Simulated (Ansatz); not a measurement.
# Si: the cost of one run

Method: DFT LDA, scalar-relativistic, plane waves, PAW, in Ansatz 0.2.0.

2 further runs of the same task are left out: 2 set aside as unsound or not needed. Runs told in other sessions of the task aren't counted.

## 1. The system as given

Symmetry: I4_1/amd, No. 141, tetragonal system. The conventional cell has a = 4.765 Å, b = 4.765 Å, c = 2.611 Å, α = 90.00°, β = 90.00°, γ = 90.00°. Si (site symmetry -4m2) is surrounded by 6 Si at 2.47 to 2.61 Å.

Coordinates:

```xyz
8
Lattice="0.0000 0.0000 -5.2212 4.7648 0.0000 -2.6106 0.0000 -4.7648 -2.6106" Properties=species:S:1:pos:R:3 pbc="T T T"
Si    0.0000   -2.3824   -3.2632
Si    0.0000   -2.3824   -5.8738
Si    2.3824    0.0000   -1.9579
Si    2.3824    0.0000   -4.5685
Si    2.3824   -2.3824   -5.2212
Si    2.3824   -2.3824   -2.6106
Si    0.0000   -4.7648   -3.9159
Si    0.0000   -4.7648   -6.5265
```

It goes back to an entry of the Materials Project, which need not be the stable form.

It is built from the cell relaxed beforehand with the same method (14.82 Å³/atom).

## 2. The reference: the undisturbed cell on the scan's mesh

Input file input.yaml:

```yaml
crystal:
  lattice:
    - [0.0, 0.0, -5.2211969432]
    - [4.7648309027, 0.0, -2.6105984716]
    - [0.0, -4.7648309027, -2.6105984716]
  atoms:
    - { symbol: Si, position: [0.375, 0.0, 0.5] }
    - { symbol: Si, position: [0.875, 0.0, 0.5] }
    - { symbol: Si, position: [0.125, 0.5, 0.0] }
    - { symbol: Si, position: [0.625, 0.5, 0.0] }
    - { symbol: Si, position: [0.5, 0.5, 0.5] }
    - { symbol: Si, position: [0.0, 0.5, 0.5] }
    - { symbol: Si, position: [0.25, 0.0, 1.0] }
    - { symbol: Si, position: [0.75, 0.0, 1.0] }
basis:
  ecutwfc: 420
kpoints:
  mp_grid: { grid: [14, 14, 14] }
hamiltonian:
  xc: lda
scf:
  occupations: { method: gaussian, width: 0.15 }
output:
  forces: true
  stress: true
  eigenvalues: true
  write_density: true
  write_potential: true
  elf: true
  volumetric_format: npy
```

On the command line:

```
> ansatz run input.yaml --threads 2 --pin off --max-ram 5120MiB --backend cpu --events-out ev --progress --plain --runs-dir out
```

**Question.** How long does this run take on 2 threads of Oxide Virtual Turin-like (Zen 5), shared host, and how much memory does it need?

About 24 s, with a peak of 0.76 GiB.
